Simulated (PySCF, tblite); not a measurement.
**C₈H₁₁F₂P: geometry, infrared bands and NMR shifts**

Aim: predict the infrared bands and NMR shifts of C₈H₁₁F₂P (`CCc1c(F)cc(F)p1CC`).

The runs use tblite 0.8.0 and PySCF 2.14.0, with density-fitted response routines of our own; the level of theory stands in each step. All values are computed, except where a source is named. Atoms count from 0, in the outputs and in this text.

## (1) Starting geometry

22 atoms, charge 0, multiplicity 1; geometry from: force field or distance geometry start.

Bonds of the start (Å): C0–C1 1.52, C1–C2 1.47, C2–C3 1.35, C3–F4 1.35, C3–C5 1.43, C5–C6 1.33, C6–F7 1.34, C6–P8 1.86, P8–C9 1.86, C9–C10 1.52, P8–C2 1.89, C0–H11 1.09, C0–H12 1.09, C0–H13 1.10, C1–H14 1.10, C1–H15 1.11, C5–H16 1.09, C9–H17 1.09, C9–H18 1.09, C10–H19 1.09, C10–H20 1.10, C10–H21 1.10.

## (2) Optimising the geometry with GFN2-xTB

The job: settings as JSON, then the geometry in Å.

```
{"job": {"kind": "relax", "xc": "GFN2-xTB", "basis": "xTB"}, "charge": 0, "multiplicity": 1}
C      2.522500    -1.698400    -0.782700
C      1.757500    -1.145000     0.414000
C      1.034000     0.105800     0.119300
C      1.324700     1.363200     0.503800
F      2.398400     1.641300     1.275600
C      0.418000     2.403200     0.113900
C     -0.622000     1.986400    -0.605800
F     -1.586200     2.803800    -1.038100
P     -0.562200     0.154200    -0.900300
C     -1.773300    -0.410400     0.390600
C     -3.213000    -0.253500    -0.074000
H      3.067100    -2.598700    -0.499700
H      3.225100    -0.960800    -1.157400
H      1.834600    -1.966300    -1.596100
H      1.061500    -1.899700     0.798900
H      2.479000    -0.970300     1.244800
H      0.585700     3.434800     0.406800
H     -1.625800     0.128100     1.326900
H     -1.579400    -1.465000     0.599500
H     -3.398000    -0.814000    -0.985400
H     -3.895100    -0.619200     0.703000
H     -3.463400     0.800100    -0.258600
```

Command:

```bash
$ OMP_NUM_THREADS=1 python probes_run.py task.json out
```

This one command runs all jobs of the session in turn.

**Question.** This job is followed by: GFN2-xTB harmonic vibrations, gas phase; GIAO PBE0/pcSseg-1 NMR shielding, non-relativistic, gas phase. Predict these results of the whole session: strongest single infrared mode (GFN2-xTB); zero-point energy (GFN2-xTB); 13C shifts against TMS (PBE0/pcSseg-1); 1H shifts against TMS (PBE0/pcSseg-1, means over atoms taken as alike); 19F shifts against CFCl3 (PBE0/pcSseg-1); 31P shifts against H3PO4 (PBE0/pcSseg-1).

**Answer**, as computed:

```
                                                              quantity                                                   value
                             strongest single infrared mode (GFN2-xTB)                                   1633 cm⁻¹, 130 km/mol
                                          zero-point energy (GFN2-xTB)                                          106.3 kcal/mol
                                13C shifts against TMS (PBE0/pcSseg-1)  194.1, 163.2, 126.9, 116.8, 29.1, 22.5, 21.8, 13.8 ppm
1H shifts against TMS (PBE0/pcSseg-1, means over atoms taken as alike)                        6.30, 2.39, 1.84, 1.50, 1.19 ppm
                              19F shifts against CFCl3 (PBE0/pcSseg-1)                                      -115.4, -118.2 ppm
                              31P shifts against H3PO4 (PBE0/pcSseg-1)                                               -38.8 ppm
```

**Reading.** Over 53 steps the energy fell by 0.144 eV; of the close pairs, C2–P8 changed most, 1.895 to 1.822 Å. All 60 modes are real, so the xTB geometry is a minimum. The strongest single mode, at 1633 cm⁻¹, is carried by C3, C2, C6, C5. Unscaled tight-binding wavenumbers are off by several per cent, some by more. Its intensities can rank the bands wrongly. At PBE0/pcSseg-1: The largest span, 263 ppm, is at F7, where the paramagnetic term is -188 ppm.
